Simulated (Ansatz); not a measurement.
# CH6BClOSn: the cost of one run

The runs use Ansatz 0.2.0, Gaussian basis; the settings change from run to run.

1 further run of the same task is left out (for a known fault of the program). Runs told in other sessions of the task aren't counted.

### Step 1. The geometry

An earlier PBE0-D4 in a triple-zeta def2 set relaxation fixed the geometry. Sn takes a core potential in def2 sets; no spin-orbit term is included.

11 atoms, charge 0, spin multiplicity 1.

Atoms are counted from 1 here; the program's logs count them from 0.

Bond lengths: B1–C2 1.565 Å, B1–Cl3 1.969 Å, B1–H6 1.199 Å, B1–H7 1.197 Å, C2–O4 1.281 Å, C2–H8 1.100 Å, O4–Sn5 2.033 Å, Sn5–H9 1.699 Å, Sn5–H10 1.694 Å, Sn5–H11 1.692 Å. Angles: C2–B1–Cl3 79.5°, C2–B1–H6 115.4°, C2–B1–H7 116.0°, Cl3–B1–H6 108.6°, Cl3–B1–H7 110.0°, H6–B1–H7 119.5°, B1–C2–O4 124.3°, B1–C2–H8 119.4°, O4–C2–H8 116.2°, C2–O4–Sn5 123.7°, O4–Sn5–H9 102.7°, O4–Sn5–H10 102.5°, O4–Sn5–H11 103.5°, H9–Sn5–H10 115.2°, H9–Sn5–H11 115.3°, H10–Sn5–H11 115.0°.

Coordinates:

```
B     1.0828   -0.3134    1.8719
C     0.1267    0.2034    0.7454
Cl    0.1673   -1.9870    1.3841
O     0.4900    0.4277   -0.4624
Sn   -0.7877    0.4183   -2.0433
H     0.7671   -0.0158    2.9901
H     2.2430   -0.3827    1.5858
H    -0.9448    0.3298    0.9611
H    -2.3023    0.6279   -1.3025
H    -0.2446    1.7340   -2.9622
H    -0.5321   -1.0992   -2.7474
```

### Step 2. B2GP-PLYP/def2-SVPD

Set apart from the defaults: the search for lower states set to light.

The input, in.yaml:

```yaml
crystal:
  periodic: [false, false, false]
  atoms:
    - {symbol: B, position_ang: [1.082840, -0.313436, 1.871936]}
    - {symbol: C, position_ang: [0.126703, 0.203351, 0.745376]}
    - {symbol: Cl, position_ang: [0.167266, -1.986952, 1.384124]}
    - {symbol: O, position_ang: [0.489994, 0.427747, -0.462412]}
    - {symbol: Sn, position_ang: [-0.787737, 0.418278, -2.043318]}
    - {symbol: H, position_ang: [0.767058, -0.015831, 2.990132]}
    - {symbol: H, position_ang: [2.243032, -0.382743, 1.585791]}
    - {symbol: H, position_ang: [-0.944834, 0.329830, 0.961130]}
    - {symbol: H, position_ang: [-2.302258, 0.627863, -1.302501]}
    - {symbol: H, position_ang: [-0.244607, 1.733976, -2.962194]}
    - {symbol: H, position_ang: [-0.532057, -1.099183, -2.747364]}
basis:
  gaussian: {orbitals: def2-SVPD}
hamiltonian: {xc: {name: B2GP-PLYP}}
scf: {lower_state_search: light}
output: {forces: true}
```

Started as:

```sh
$ ansatz run in.yaml --threads 4 --pin off --events-out ev --progress --plain --max-ram 10444MiB
```

What time and memory should one allow on 4 threads of Intel Xeon Platinum 8488C, shared host?

About 8 s, with a peak of 0.69 GiB.
